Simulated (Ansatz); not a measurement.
# ZnO: a single-point run

Aim: a sound single-point run of ZnO. The structure is shown as the input types it.

Program: Ansatz 0.2.0. Level of theory: density functional or hybrid calculation with the settings of its input, plane waves (as first typed). These are calculated values, not measurements.

2 further runs of the same task are left out: 1 for a known fault of the program, 1 that didn't finish.

## (1) The structure to begin with

The structure is hexagonal, space group P6_3mc (No. 186). Conventional cell: a = 3.235 Å, b = 3.235 Å, c = 5.211 Å, α = 90.00°, β = 90.00°, γ = 120.00°. Zn (site symmetry 3m) is surrounded by 4 O at 1.97 to 1.98 Å. O (site symmetry 3m) is surrounded by 4 Zn at 1.97 to 1.98 Å.

As a file:

```
CELL_PARAMETERS angstrom
3.23534 0.00000 0.00000
-1.61767 2.80189 0.00000
0.00000 0.00000 5.21095
ATOMIC_POSITIONS crystal
Zn 0.33333 0.66667 0.99765
Zn 0.66667 0.33333 0.49765
O 0.33333 0.66667 0.37735
O 0.66667 0.33333 0.87735
```

## (2) Input and run

The input, input.yaml:

```yaml
crystal:
  lattice:
    - [3.2353408598, 0.0, 0.0]
    - [-1.6176704299, 2.8018873745, 0.0]
    - [0.0, 0.0, 5.2109518167]
  atoms:
    - { symbol: Zn, position: [0.3333333333, 0.6666666667, -0.0023477537] }
    - { symbol: Zn, position: [0.6666666667, 0.3333333333, 0.4976522463] }
    - { symbol: O, position: [0.3333333333, 0.6666666667, 0.3773477537] }
    - { symbol: O, position: [0.6666666667, 0.3333333333, 0.8773477537] }
kpoints:
  mp_grid: { grid: [6, 6, 4] }
hamiltonian:
  xc: r2scan
scf:
  occupations: { method: fixed }
  n_extra_bands: 5
  convergence: { dr2_threshold: 1.0 }
  max_iter: 79
output:
  forces: true
  stress: true
  eigenvalues: true
```

On the command line:

```console
> ansatz run input.yaml --threads 4 --pin off --max-ram 3686MiB --backend cpu --events-out ev --progress --plain --runs-dir out
```

What happens when this is run?

This run ends as converged, with warnings (force scf threshold loose, stress scf threshold loose). Its log warns: «scf.convergence.dr2_threshold = 1e0 eV is looser than this run's default, which is 1e-7 eV or tighter. The error in the forces grows as the threshold's square root ...»

The threshold asked is loose, but the program put off the close and ended at dr2 = 8.1e-7, so little accuracy was lost here.

To check: delete scf.convergence.dr2_threshold (the default then holds).
